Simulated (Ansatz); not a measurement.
# Nb2B: one candidate of a structure search

Where does this trial cell of Nb2B go when cell and atoms are let free?

Method: DFT PBE, scalar-relativistic, plane waves, PAW, in Ansatz 0.2.0.

## 1. The structure to begin with

The structure is cubic, space group Fm-3m (No. 225). Conventional cell: a = 5.445 Å, b = 5.445 Å, c = 5.445 Å, α = 90.00°, β = 90.00°, γ = 90.00°. Nb (site symmetry -43m) is surrounded by 4 B at 2.36 Å. B (site symmetry m-3m) has 8 Nb at 2.36 Å as nearest neighbours.

As a file:

```cif
data_structure
_symmetry_space_group_name_H-M 'P 1'
_symmetry_Int_Tables_number 1
_cell_length_a 3.8503
_cell_length_b 3.8503
_cell_length_c 3.8503
_cell_angle_alpha 60.000
_cell_angle_beta 60.000
_cell_angle_gamma 60.000
_cell_volume 40.36
loop_
_atom_site_label
_atom_site_type_symbol
_atom_site_fract_x
_atom_site_fract_y
_atom_site_fract_z
_atom_site_occupancy
Nb1 Nb 0.25000 0.25000 0.25000 1
Nb2 Nb 0.75000 0.75000 0.75000 1
B1 B 0.50000 0.50000 0.50000 1
```

The cell is invented: random cell by space group and Wyckoff sites (Fm-3m, No. 225). The dimensions are guesses.

## 2. The guess as it stands, on a coarse mesh

Contents of input.yaml:

```yaml
crystal:
  lattice:
    - [0.0, 2.72255411, 2.72255411]
    - [2.72255411, 0.0, 2.72255411]
    - [2.72255411, 2.72255411, 0.0]
  atoms:
    - { symbol: Nb, position: [0.25, 0.25, 0.25] }
    - { symbol: Nb, position: [0.75, 0.75, 0.75] }
    - { symbol: B, position: [0.5, 0.5, 0.5] }
basis:
  ecutwfc: 420
kpoints:
  mp_grid: { grid: [6, 6, 6] }
hamiltonian:
  xc: pbe
scf:
  occupations: { method: gaussian, width: 0.1 }
  lower_state_search: "off"
output:
  forces: true
  stress: true
  eigenvalues: true
```

On the command line:

```sh
> ansatz run input.yaml --threads 1 --pin off --max-ram 2560MiB --backend cpu --events-out ev --progress --plain --runs-dir out
```

The session goes on with these runs: rough relaxation on the coarse mesh; spin check on a coarse mesh; full relaxation.

**Question.** What will these runs give? Wanted: conventional cell; volume; energy over the elements; gap on the mesh.

As calculated:

| quantity | value |
| --- | --- |
| symmetry at the end (tolerance 0.05 Å) | space group Fm-3m (No. 225) |
| conventional cell | a = 5.634 Å, b = 5.634 Å, c = 5.634 Å, α = 90.00°, β = 90.00°, γ = 90.00° |
| volume | 14.90 Å³/atom |
| energy over the elements | -0.10 eV/atom |
| gap on the mesh | none (metal) |

**Reading.** The space group Fm-3m (No. 225) is kept, and the volume per atom grows by 10.8 % from the first guess. A negative formation energy is needed for stability but isn't enough; other structures and compounds were not set against it here. No finished test with a distortion of lower symmetry is shown, so the end may be a saddle point. Other magnetic orders were not searched.
